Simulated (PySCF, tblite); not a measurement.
# C4H16OSi3: geometry, infrared bands and NMR shifts

What infrared bands and NMR shifts should C4H16OSi3 (`OC[C@@H]([SiH3])C[SiH2]C[SiH3]`) show?

Programs: tblite 0.8.0 and PySCF 2.14.0, with density-fitted response routines of our own. Each step states its level of theory. These are calculated values for one molecule in the gas phase, unless marked as measured. Atoms count from 0, in the outputs and in this text.

## (1) Starting geometry

24 atoms, charge 0, multiplicity 1; geometry from: force field or distance geometry start.

Bonds of the start (Å): O0–C1 1.38, C1–C2 1.52, C2–Si3 1.86, C2–C4 1.49, C4–Si5 1.85, Si5–C6 1.86, C6–Si7 1.87, O0–H8 1.00, C1–H9 1.13, C1–H10 1.10, C2–H11 1.13, Si3–H12 1.47, Si3–H13 1.47, Si3–H14 1.46, C4–H15 1.10, C4–H16 1.13, Si5–H17 1.47, Si5–H18 1.49, C6–H19 1.11, C6–H20 1.10, Si7–H21 1.47, Si7–H22 1.47, Si7–H23 1.47.

## (2) Relaxing the molecule with GFN2-xTB

Job settings and geometry (Å):

```
{"job": {"kind": "relax", "xc": "GFN2-xTB", "basis": "xTB"}, "charge": 0, "multiplicity": 1}
O     -3.595700    -1.417700    -0.087700
C     -2.489800    -1.243100     0.718700
C     -1.516300    -0.347300    -0.027000
Si    -2.376100     1.267300    -0.354700
C     -0.266200    -0.253900     0.786900
Si     1.031200     0.812600     0.012400
C      2.377200    -0.275300    -0.668900
Si     4.086500     0.263600    -0.129800
H     -3.325100    -1.704700    -1.008100
H     -2.756200    -0.696700     1.671800
H     -2.017300    -2.207300     0.948500
H     -1.257100    -0.848600    -1.001200
H     -2.364600     2.105500     0.858500
H     -3.761300     0.968400    -0.743600
H     -1.722200     1.922800    -1.489400
H     -0.424900    -0.000800     1.850600
H      0.154500    -1.297800     0.786800
H      0.523700     1.623900    -1.098300
H      1.662000     1.719800     1.011600
H      2.231000    -1.308100    -0.278400
H      2.333900    -0.310200    -1.768700
H      4.256900    -0.019000     1.302800
H      5.066200    -0.447900    -0.955800
H      4.138000     1.714100    -0.329400
```

Run with:

```bash
$ OMP_NUM_THREADS=1 python probes_run.py task.json out
```

This one command runs all jobs of the session in turn.

**Question.** This job is followed by: GFN2-xTB harmonic vibrations, gas phase; GIAO PBE0/pcSseg-1 NMR shielding, non-relativistic, gas phase. Predict these results of the whole session: strongest single infrared mode (GFN2-xTB); zero-point energy (GFN2-xTB); ¹³C shifts against TMS (PBE0/pcSseg-1); ¹H shifts against TMS (PBE0/pcSseg-1, means over atoms taken as alike); ¹⁷O shifts against H2O (PBE0/pcSseg-1); ²⁹Si shifts against TMS (PBE0/pcSseg-1).

As calculated:

| quantity | value |
| --- | --- |
| strongest single infrared mode (GFN2-xTB) | 2240 cm⁻¹, 561 km/mol |
| zero-point energy (GFN2-xTB) | 111.7 kcal/mol |
| ¹³C shifts against TMS (PBE0/pcSseg-1) | 74.3, 27.0, 11.5, -14.5 ppm |
| ¹H shifts against TMS (PBE0/pcSseg-1, means over atoms taken as alike) | 4.36, 4.24, 4.21, 3.99, 3.79, 3.46, 1.30, 0.85, 0.59, 0.46, -0.16, -0.43 ppm |
| ¹⁷O shifts against H2O (PBE0/pcSseg-1) | 61.9 ppm |
| ²⁹Si shifts against TMS (PBE0/pcSseg-1) | -41.7, -73.5, -74.5 ppm |

**Reading.** The optimisation took 243 steps and gained 0.643 eV; among the close pairs (by a distance rule), C4–Si5 changed most, from 1.849 to 1.908 Å. All 66 modes are real, so the xTB geometry is a minimum. The strongest single mode, at 2240 cm⁻¹, moves mainly H13 and H14. Unscaled tight-binding wavenumbers are off by several per cent, some by more. Its intensities can rank the bands wrongly. The most deshielded carbon is C1 (sp3 CH2 bonded to O), at 74.3 ppm: pulled downfield by the heteroatom. At PBE0/pcSseg-1: Shielding is most anisotropic at Si5 (span 92 ppm, paramagnetic term -491 ppm).
